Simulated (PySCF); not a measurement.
# TaCl₆−: NMR shieldings

What do calculations give for the NMR shieldings of TaCl₆− (`[Cl][Ta-]([Cl])([Cl])([Cl])([Cl])[Cl]`)?

Computed with PySCF 2.14.0 and routines of our own; the level stands in each step. Atoms count from 0.

5 further runs of the same task are left out: 3 for a basis unfit for spin-orbit shieldings, 2 for a known fault of the program.

## (1) The system as given

7 atoms, charge -1, multiplicity 1; geometry from: GFN2-xTB.

## (2) Relaxing the molecule at PBE0-D3(BJ)/def2-SVP

The job: settings as JSON, then the geometry in Å.

```
{"job": {"xc": "PBE0", "basis": "def2-SVP", "d3": "d3bj", "grid": 1, "maxiter": 30, "shake": 0.03, "kind": "geom"}, "charge": -1, "multiplicity": 1}
Ta     0.061460    -0.076520     0.012550
Cl    -0.024400    -0.013190     2.350710
Cl    -0.030040     0.011850    -2.382820
Cl     2.456770     0.004410     0.003280
Cl    -2.365140    -0.037110    -0.055780
Cl    -0.031330     2.371560     0.006830
Cl     0.024540    -2.363000    -0.003320
```

Started as:

```bash
$ OMP_NUM_THREADS=1 python heavy_run.py task.json out
```

The driver reads the jobs from task.json and runs them one after another.

Log:

```text
step   0  E = -2816.91613147  max force = 0.038696
step   1  E = -2816.91999866  max force = 0.008835
step   2  E = -2816.91775654  max force = 0.009352
step   3  E = -2816.92038625  max force = 0.005921
step   4  E = -2816.92092111  max force = 0.002195
step   5  E = -2816.92088650  max force = 0.001289
step   6  E = -2816.92100614  max force = 0.000560
step   7  E = -2816.92102716  max force = 0.000255
step   8  E = -2816.92103649  max force = 0.000266
optimisation converged
```

Wall time 2.6 min (1 thread of Intel Xeon Platinum 8488C, shared host); peak memory 0.59 GiB.

Step by step: (the energy doesn't fall at every step)

```
step  energy from step 0 (eV)  largest force component (eV/Å)
   0                   0.0000                          1.9898
   1                  -0.1052                          0.4543
   2                  -0.0442                          0.4809
   3                  -0.1158                          0.3045
   4                  -0.1303                          0.1129
   5                  -0.1294                          0.0663
   6                  -0.1326                          0.0288
   7                  -0.1332                          0.0131
   8                  -0.1335                          0.0137
```

Distances of close pairs at the start and the end, largest changes first:

```
   bond  before (Å)  after (Å)  change (Å)
Ta0–Cl6       2.287      2.370      +0.084
Ta0–Cl5       2.450      2.370      -0.080
Ta0–Cl4       2.428      2.370      -0.058
Ta0–Cl1       2.341      2.370      +0.030
Ta0–Cl2       2.399      2.370      -0.029
Ta0–Cl3       2.397      2.370      -0.026
```

The next job starts from the end point, and lists it.

```
                         at the end point                value
  point group (found at 0.08 Å tolerance)                   Oh
rotational constants (GHz, main isotopes)  0.644, 0.643, 0.642
```

## (3) NMR shieldings: PBE0/x2c-SVPall-2c Ta:us-x2c-SVPall-2c, spin-free

The job: settings as JSON, then the geometry in Å.

```
{"job": {"xc": "PBE0", "basis": {"default": "x2c-SVPall-2c", "Ta": "us-x2c-SVPall-2c"}, "rel": "sf", "kind": "hnmr"}, "charge": -1, "multiplicity": 1}
Ta     0.012580    -0.013871    -0.010147
Cl    -0.003028    -0.024213     2.360152
Cl     0.020899    -0.001093    -2.380117
Cl     2.382901     0.007394    -0.002073
Cl    -2.357248    -0.042124    -0.029895
Cl    -0.004942     2.356082     0.004261
Cl     0.040699    -2.384175    -0.010730
```

With the program's defaults for keys left out, this is: PBE0/x2c-SVPall-2c Ta:us-x2c-SVPall-2c GIAO NMR shielding, spin-free X2C, Gaussian nuclei, gas phase.

Log:

```text
spin-free SCF
coarse grid: 46776 points
cycle   1  E = -18372.5179800842  dE = -1.193e-01  |g| = 1.110e+00  |ddm| = 2.924e+01
cycle   2  E = -18369.1107137931  dE =  3.407e+00  |g| = 4.351e+00  |ddm| = 4.131e+00
cycle   3  E = -18372.7887555190  dE = -3.678e+00  |g| = 2.443e-01  |ddm| = 3.130e+00
cycle   4  E = -18372.7938864838  dE = -5.131e-03  |g| = 1.189e-01  |ddm| = 2.748e-01
cycle   5  E = -18372.7973053392  dE = -3.419e-03  |g| = 1.025e-02  |ddm| = 1.147e-01
cycle   6  E = -18372.7973272850  dE = -2.195e-05  |g| = 3.790e-03  |ddm| = 1.314e-02
cycle   7  E = -18372.7973293947  dE = -2.110e-06  |g| = 1.771e-03  |ddm| = 5.103e-03
final grid: 86032 points
cycle   8  E = -18372.8016867070  dE =  2.956e-06  |g| = 4.305e-03  |ddm| = 6.410e-03
cycle   9  E = -18372.8016612587  dE =  2.545e-05  |g| = 1.117e-02  |ddm| = 1.480e-02
cycle  10  E = -18372.8016912785  dE = -3.002e-05  |g| = 6.015e-04  |ddm| = 1.044e-02
cycle  11  E = -18372.8016913695  dE = -9.094e-08  |g| = 1.280e-04  |ddm| = 9.150e-04
cycle  12  E = -18372.8016913737  dE = -4.267e-09  |g| = 3.649e-05  |ddm| = 1.908e-04
converged SCF energy = -18372.8016913737
check of the scalar solution
cycle   1  E = -18372.8016913738  dE = -1.837e+04  |FDS-SDF| = 2.875e+00
cycle   2  E = -18372.8112583358  dE = -9.567e-03  |FDS-SDF| = 7.044e-03
cycle   3  E = -18372.8112584560  dE = -1.203e-07  |FDS-SDF| = 1.336e-03
cycle   4  E = -18372.8112583957  dE =  6.030e-08  |FDS-SDF| = 8.337e-04
cycle   5  E = -18372.8112585101  dE = -1.144e-07  |FDS-SDF| = 2.571e-04
cycle   6  E = -18372.8112585248  dE = -1.469e-08  |FDS-SDF| = 2.499e-05
converged, E = -18372.8112585248

Field gradients (au) and densities at the nuclei (bohr^-3)
atom        Vxx        Vyy        Vzz        centre      nuclear mean
  0 Ta    -0.0030    -0.0321     0.0351    1153647.338    1128586.181
  1 Cl    -0.5021    -0.5275     1.0295       3055.962       3055.921
  2 Cl    -0.5011    -0.5265     1.0276       3055.962       3055.921
  3 Cl    -0.5061    -0.5241     1.0302       3055.962       3055.921
  4 Cl    -0.5046    -0.5229     1.0274       3055.962       3055.921
  5 Cl    -0.5087    -0.5184     1.0271       3055.963       3055.921
  6 Cl    -0.5107    -0.5201     1.0307       3055.962       3055.921
without picture change
  0 Ta                           0.0348                   2961717.176

Core orbital energies (eV)
atom   shell        mean    spread
  0 Ta 1s       -67296.375   0.000
  0 Ta 2s       -11596.571   0.000
  0 Ta 3s        -2672.378   0.000
  0 Ta 4s         -552.543   0.000
  0 Ta 5s          -76.416   0.000
  0 Ta 2p       -10194.615   0.015
  0 Ta 3p        -2251.208   0.005
  0 Ta 4p         -412.991   0.002
  0 Ta 5p          -41.631   0.000
  0 Ta 3d        -1743.710   0.003
  0 Ta 4d         -229.841   0.014
  0 Ta 4f          -27.719   0.009
  1 Cl 1s        -2770.943   0.000
  1 Cl 2s         -256.439   0.000
  1 Cl 3s          -18.830   0.000
  1 Cl 2p         -193.075   0.087
  2 Cl 1s        -2770.947   0.000
  2 Cl 2s         -256.443   0.000
  2 Cl 3s          -18.834   0.000
  2 Cl 2p         -193.079   0.087
  3 Cl 1s        -2770.942   0.000
  3 Cl 2s         -256.438   0.000
  3 Cl 3s          -18.829   0.000
  3 Cl 2p         -193.074   0.087
  4 Cl 1s        -2770.947   0.000
  4 Cl 2s         -256.443   0.000
  4 Cl 3s          -18.834   0.000
  4 Cl 2p         -193.079   0.087
  5 Cl 1s        -2770.948   0.000
  5 Cl 2s         -256.444   0.000
  5 Cl 3s          -18.835   0.000
  5 Cl 2p         -193.080   0.087
  6 Cl 1s        -2770.941   0.000
  6 Cl 2s         -256.437   0.000
  6 Cl 3s          -18.828   0.000
  6 Cl 2p         -193.073   0.087

Shielding tensors (ppm)
atom      isotropic    diamagn.    paramagn.     s11        s22        s33       span
  0 Ta     2207.49     8724.46    -6516.98    2206.16    2207.87    2208.43       2.27
  1 Cl      373.28     1150.12     -776.84     216.05     230.07     673.73     457.68
  2 Cl      373.15     1150.10     -776.95     215.60     229.67     674.18     458.58
  3 Cl      373.30     1150.09     -776.80     218.24     228.07     673.58     455.35
  4 Cl      373.19     1150.12     -776.94     217.54     227.62     674.40     456.86
  5 Cl      373.20     1150.12     -776.92     219.82     225.20     674.58     454.76
  6 Cl      373.28     1150.09     -776.81     220.60     225.79     673.45     452.85
```

Wall time 3 min (1 thread of Intel Xeon Platinum 8488C, shared host); peak memory 1.5 GiB.

## (4) Outcome

| quantity | value |
| --- | --- |
| point group | Oh |
| rotational constants (main isotopes) | 0.64, 0.64, 0.64 GHz |
| shieldings (step 3, PBE0/x2c-SVPall-2c Ta:us-x2c-SVPall-2c, spin-free) | Ta0 2207.5, Cl1 373.3, Cl2 373.2, Cl3 373.3, Cl4 373.2, Cl5 373.2, Cl6 373.3 ppm |

The start was shaken at random, so part of the energy gained undoes that. The optimisation took 8 steps and gained 0.133 eV; among the close pairs (by a distance rule), Ta0–Cl6 changed most, from 2.287 to 2.370 Å. No frequency check was run at this level, so the end point may be a saddle.
